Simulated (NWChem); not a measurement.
# the pair C3HN···SiHClO, step by step

Wanted: a single-point energy (singlet C3H2ClNOSi, wB97X-D3/pcseg-1), then the energy (singlet C3HN, wB97X-D3/pcseg-1), then a single-point energy (singlet SiHClO, wB97X-D3/pcseg-1), then the energy (singlet C3HN, wB97X-D3/pcseg-1), then the energy (singlet SiHClO, wB97X-D3/pcseg-1) of C3H2ClNOSi and its partners. 

The calculation is run with NWChem 7.3.0.

### 1 Starting point

C3H2ClNOSi: 9 atoms, total charge 0, spin state singlet. The two molecules were placed rigidly side by side, at 0.8 times their contact distance; the pair isn't optimised.

Bond lengths: C1–C2 1.201 Å, C2–C3 1.369 Å, C3–N4 1.154 Å, O6–Si7 1.637 Å, Si7–Cl8 2.110 Å, C1–H5 1.066 Å, O6–H9 0.963 Å. Angles: C1–C2–C3 180.0°, C2–C3–N4 180.0°, O6–Si7–Cl8 101.3°, C2–C1–H5 179.9°, Si7–O6–H9 120.4°. A long bond or contact: C1–Si7 3.068 Å.

### 2 The energy at wB97X-D3/pcseg-1 (run 1)

The input, c3h2clnosi.nw:

```
START c3h2clnosi
TITLE "C3H2ClNOSi"
memory total 2200 mb
charge 0
GEOMETRY units au noautosym nocenter noautoz
  C     -0.27926373     2.39564360     0.29683818
  C     -0.01942638     0.15801890     0.01961536
  C      0.27877240    -2.39216651    -0.29615788
  N      0.53123981    -4.54229689    -0.56185337
  H     -0.51132209     4.38080090     0.54155771
  O      1.78255976     1.98109438    -8.29208044
  Si     1.47967445     2.25034256    -5.22582973
  Cl    -0.64965005     5.61078584    -4.94429833
  H      1.04815549     3.22203973    -9.40168983
END
BASIS spherical bse
  * library pcseg-1
END
DFT
  xc wb97x-d3
  grid fine
  convergence energy 1e-08
  maxiter 100
  mulliken
  noprint "final vectors analysis"
END
TASK dft energy
```

Started as:

```
$ nwchem c3h2clnosi.nw > c3h2clnosi.out
```

Log:

```text
[...]
          Wavefunction type:  closed shell.
          No. of atoms     :     9
          No. of electrons :    66
[...]
          Charge           :     0
          Spin multiplicity:     1
[...]
          AO basis - number of functions:   116
[...]
              XC Information
              --------------
                    wb97x-d3  Method XC Functional
                     Hartree-Fock (Exact) Exchange  1.000
                      wb97x-d3 Exchange Functional  1.000
                   wb97x-d3 Correlation Functional  1.000
[...]
 d= 0,ls=0.0,diis     1   -994.8282101137 -1.34D+03  1.48D-02  1.15D+00     5.1
[...]
 d= 0,ls=0.0,diis    11   -994.9748686815 -8.12D-09  6.79D-07  8.42D-09    57.7
         Total DFT energy =     -994.974868681531
      One electron energy =    -2052.226611187720
           Coulomb energy =      795.000876861562
    Exchange-Corr. energy =      -81.467022415738
 Nuclear repulsion energy =      343.719979450667
    Dispersion correction =       -0.002091390303
[...]
      Total Density - Mulliken Population Analysis
     ---------------------------------------------
    Atom       Charge   Shell Charges
 -----------   ------   -------------------------------------------------------
    1 C    6     6.25   1.99  0.73  0.82  2.03  0.65  0.03
    2 C    6     5.68   1.99  0.74  0.36  2.13  0.42  0.03
    3 C    6     6.06   1.99  0.76  0.37  2.11  0.78  0.05
    4 N    7     7.12   2.00  0.91  0.78  2.25  1.15  0.04
    5 H    1     0.88   0.74  0.13  0.02
    6 O    8     8.49   2.00  0.90  0.83  2.97  1.78  0.01
    7 Si  14    13.40   2.00  1.99  1.21  0.61  5.98  1.30  0.10  0.20
    8 Cl  17    17.37   2.00  1.99  1.23  0.73  5.99  3.87  1.55  0.02
    9 H    1     0.75   0.66  0.03  0.06
[...]
```

Wall time 59 s (1 thread of Intel Xeon 6975P-C (Granite Rapids), shared host); peak memory 0.12 GiB.

### 3 C3HN: a single-point energy at wB97X-D3/pcseg-1 (run 2)

The input, run.nw:

```
start run
memory 2200 mb
geometry units au noautosym nocenter noautoz
   C     -0.27926373     2.39564360     0.29683818
   C     -0.01942638     0.15801890     0.01961536
   C      0.27877240    -2.39216651    -0.29615788
   N      0.53123981    -4.54229689    -0.56185337
   H     -0.51132209     4.38080090     0.54155771
end
basis spherical bse
   * library pcseg-1
end
dft
   xc wb97x-d3
   grid fine
   convergence energy 1e-08
   maxiter 100
   mulliken
   print low
end
task dft energy
```

Started as:

```
$ nwchem run.nw > run.out
```

Log:

```text
[...]
 d= 0,ls=0.0,diis     1   -169.3957341063 -2.47D+02  2.24D-02  5.78D-01     1.0
[...]
 d= 0,ls=0.0,diis    10   -169.4781676575 -7.87D-09  2.68D-06  5.60D-09     9.0
         Total DFT energy =     -169.478167657452
      One electron energy =     -379.862104754389
           Coulomb energy =      156.463527991905
    Exchange-Corr. energy =      -23.329272121429
 Nuclear repulsion energy =       77.250015148405
    Dispersion correction =       -0.000333921944
[...]
      Total Density - Mulliken Population Analysis
     ---------------------------------------------
    Atom       Charge   Shell Charges
 -----------   ------   -------------------------------------------------------
    1 C    6     6.22   1.99  0.74  0.80  2.03  0.63  0.03
    2 C    6     5.67   1.99  0.74  0.38  2.14  0.39  0.03
    3 C    6     6.09   1.99  0.76  0.39  2.11  0.78  0.05
    4 N    7     7.13   2.00  0.91  0.78  2.25  1.15  0.04
    5 H    1     0.90   0.74  0.13  0.02
[...]
```

Wall time 9.6 s (1 thread of Intel Xeon 6975P-C (Granite Rapids), shared host); peak memory 0.11 GiB.

### 4 SiHClO: the energy at wB97X-D3/pcseg-1 (run 3)

The input, mol.nw:

```
START mol
TITLE "ClHOSi energy"
memory stack 880 mb heap 220 mb global 1100 mb
GEOMETRY units au noautosym nocenter noautoz
  O   1.78255976  1.98109438 -8.29208044
  Si  1.47967445  2.25034256 -5.22582973
  Cl -0.64965005  5.61078584 -4.94429833
  H   1.04815549  3.22203973 -9.40168983
END
BASIS spherical bse
  * library pcseg-1
END
DFT
  xc wb97x-d3
  grid fine
  convergence energy 1e-08
  iterations 100
  mulliken
  noprint "final vectors analysis"
END
TASK dft energy
```

Started as:

```
$ nwchem mol.nw > mol.out
```

Log:

```text
[...]
          Wavefunction type:  closed shell.
          No. of atoms     :     4
          No. of electrons :    40
[...]
          Charge           :     0
          Spin multiplicity:     1
[...]
          AO basis - number of functions:    55
[...]
              XC Information
              --------------
                    wb97x-d3  Method XC Functional
                     Hartree-Fock (Exact) Exchange  1.000
                      wb97x-d3 Exchange Functional  1.000
                   wb97x-d3 Correlation Functional  1.000
[...]
 d= 0,ls=0.0,diis     1   -825.4395424594 -9.57D+02  1.61D-02  5.44D-01     1.0
[...]
 d= 0,ls=0.0,diis     9   -825.5010888948 -6.83D-09  3.74D-06  3.42D-09     7.9
         Total DFT energy =     -825.501088894832
      One electron energy =    -1402.549489246353
           Coulomb energy =      503.734595007921
    Exchange-Corr. energy =      -58.113804900812
 Nuclear repulsion energy =      131.427892268417
    Dispersion correction =       -0.000282024006
[...]
      Total Density - Mulliken Population Analysis
     ---------------------------------------------
    Atom       Charge   Shell Charges
 -----------   ------   -------------------------------------------------------
    1 O    8     8.49   2.00  0.90  0.83  2.97  1.79  0.01
    2 Si  14    13.41   2.00  1.99  1.21  0.60  5.98  1.31  0.11  0.20
    3 Cl  17    17.36   2.00  1.99  1.23  0.72  5.99  3.87  1.53  0.02
    4 H    1     0.74   0.66  0.03  0.06
[...]
```

Wall time 8.4 s (1 thread of Intel Xeon 6975P-C (Granite Rapids), shared host); peak memory 0.12 GiB.

### 5 C3HN among ghost functions: the energy at wB97X-D3/pcseg-1 (with ghost functions) (run 4)

The input, geom.nw:

```
start geom
memory total 2200 mb

geometry noautosym nocenter noautoz
  C       -0.147780       1.267720       0.157080
  C       -0.010280       0.083620       0.010380
  C        0.147520      -1.265880      -0.156720
  N        0.281120      -2.403680      -0.297320
  H       -0.270580       2.318220       0.286580
  bqO      0.943290     1.048350    -4.387980
  bqSi     0.783010     1.190830    -2.765390
  bqCl    -0.343780     2.969100    -2.616410
  bqH      0.554660     1.705030    -4.975160
end

basis spherical bse
  C library pcseg-1
  N library pcseg-1
  H library pcseg-1
  bqO library O pcseg-1
  bqSi library Si pcseg-1
  bqCl library Cl pcseg-1
  bqH library H pcseg-1
end

dft
  xc wb97x-d3
  grid fine
  convergence energy 1e-08
  iterations 100
  mulliken
  print low
end

task dft
```

Started as:

```
$ nwchem geom.nw > geom.out
```

Log:

```text
[...]
 d= 0,ls=0.0,diis     1   -169.3961638411 -2.47D+02  1.17D-02  5.79D-01     3.8
[...]
 d= 0,ls=0.0,diis    10   -169.4785449865 -7.89D-09  1.38D-06  5.63D-09    44.7
         Total DFT energy =     -169.478544986477
      One electron energy =     -379.868295780261
           Coulomb energy =      156.469814340269
    Exchange-Corr. energy =      -23.329750300930
 Nuclear repulsion energy =       77.250020676396
    Dispersion correction =       -0.000333921951
[...]
      Total Density - Mulliken Population Analysis
     ---------------------------------------------
    Atom       Charge   Shell Charges
 -----------   ------   -------------------------------------------------------
    1 C    6     6.25   1.99  0.73  0.82  2.03  0.65  0.03
    2 C    6     5.66   1.99  0.74  0.36  2.13  0.40  0.03
    3 C    6     6.08   1.99  0.76  0.38  2.11  0.78  0.05
    4 N    7     7.13   2.00  0.91  0.78  2.25  1.15  0.04
    5 H    1     0.90   0.74  0.14  0.02
    6 X    0    -0.00   0.00  0.00 -0.00  0.00 -0.00  0.00
    7 X    0    -0.02   0.00  0.00  0.00 -0.00  0.00 -0.00 -0.01 -0.00
    8 X    0     0.00  -0.00 -0.00  0.00  0.00 -0.00  0.00  0.00 -0.00
    9 X    0    -0.00   0.00 -0.00 -0.00
[...]
```

It took 45 s on 1 thread of Intel Xeon 6975P-C (Granite Rapids), shared host; peak memory 0.12 GiB.

### 6 SiHClO among ghost functions: the energy at wB97X-D3/pcseg-1 (with ghost functions) (run 5)

The input, mol.nw:

```
start mol
memory total 2200 mb

geometry units atomic noautosym nocenter noautoz
 O    1.78255976   1.98109438  -8.29208044
 Si   1.47967445   2.25034256  -5.22582973
 Cl  -0.64965005   5.61078584  -4.94429833
 H    1.04815549   3.22203973  -9.40168983
 bqC     -0.279264     2.395644     0.296838
 bqC     -0.019426     0.158019     0.019615
 bqC      0.278772    -2.392167    -0.296158
 bqN      0.531240    -4.542297    -0.561853
 bqH     -0.511322     4.380801     0.541558
end

basis spherical bse
 O library pcseg-1
 Si library pcseg-1
 Cl library pcseg-1
 H library pcseg-1
 bqC library C pcseg-1
 bqN library N pcseg-1
 bqH library H pcseg-1
end

dft
 xc wb97x-d3
 grid fine
 convergence energy 1e-08
 iterations 100
 mulliken
 print low
end

task dft
```

Started as:

```
$ nwchem mol.nw > mol.out
```

Log:

```text
[...]
 d= 0,ls=0.0,diis     1   -825.4402137816 -9.57D+02  7.95D-03  5.45D-01     4.1
[...]
 d= 0,ls=0.0,diis     9   -825.5018806938 -6.96D-09  1.80D-06  3.46D-09    42.8
         Total DFT energy =     -825.501880693751
      One electron energy =    -1402.533789280857
           Coulomb energy =      503.716454766644
    Exchange-Corr. energy =      -58.112156423949
 Nuclear repulsion energy =      131.427892268417
    Dispersion correction =       -0.000282024006
[...]
      Total Density - Mulliken Population Analysis
     ---------------------------------------------
    Atom       Charge   Shell Charges
 -----------   ------   -------------------------------------------------------
    1 O    8     8.49   2.00  0.90  0.83  2.97  1.78  0.01
    2 Si  14    13.42   2.00  1.99  1.21  0.61  5.98  1.31  0.12  0.20
    3 Cl  17    17.36   2.00  1.99  1.23  0.72  5.99  3.87  1.53  0.02
    4 H    1     0.74   0.66  0.03  0.06
    5 X    0    -0.00   0.00  0.00  0.00  0.00 -0.00 -0.00
    6 X    0     0.00   0.00  0.00  0.00  0.00 -0.00  0.00
    7 X    0    -0.01   0.00  0.00 -0.00 -0.00 -0.00  0.00
    8 X    0    -0.00   0.00  0.00 -0.00  0.00 -0.00 -0.00
    9 X    0    -0.00  -0.00 -0.00 -0.00
[...]
```

It took 44 s on 1 thread of Intel Xeon 6975P-C (Granite Rapids), shared host; peak memory 0.12 GiB.

### 7 Results

| quantity | value |
| --- | --- |
| run 1, wB97X-D3/pcseg-1: total energy | -994.97487 Eh |
| run 1, wB97X-D3/pcseg-1: dipole moment | 3.49 D |
| run 1, wB97X-D3/pcseg-1: dispersion energy | -5.49 kJ/mol |
| C3HN: total energy | -169.47817 Eh |
| C3HN: dispersion energy | -0.88 kJ/mol |
| SiHClO: total energy | -825.50109 Eh |
| SiHClO: dipole moment | 1.13 D |
| SiHClO: dispersion energy | -0.74 kJ/mol |
| C3HN among ghost functions: total energy | -169.47854 Eh |
| C3HN among ghost functions: dispersion energy | -0.88 kJ/mol |
| SiHClO among ghost functions: total energy | -825.50188 Eh |
| SiHClO among ghost functions: dispersion energy | -0.74 kJ/mol |
| interaction energy of the rigid parts C3HN and SiHClO (parts in their own basis; closest atoms 2.98 Å apart) | 0.119 eV |
| interaction energy of the rigid parts C3HN and SiHClO (parts in the whole basis, counterpoise; closest atoms 2.98 Å apart) | 0.151 eV |

**Reading.** The interaction energy of the rigid parts C3HN and SiHClO (parts in their own basis; closest atoms 2.98 Å apart) is 0.12 eV (2.8 kcal/mol): the parts repel at this shape. Without counterpoise this holds the superposition error of the basis. The interaction energy of the rigid parts C3HN and SiHClO (parts in the whole basis, counterpoise; closest atoms 2.98 Å apart) is 0.15 eV (14.6 kJ/mol): the parts repel at this shape. The basis-set superposition error is 3.1 kJ/mol. Mulliken charges (run 1, wB97X-D3/pcseg-1) run from -0.49 on O6 to +0.60 on Si7. Mulliken charges (C3HN) run from -0.22 on C1 to +0.33 on C2. Mulliken charges (SiHClO) run from -0.49 on O1 to +0.59 on Si2.
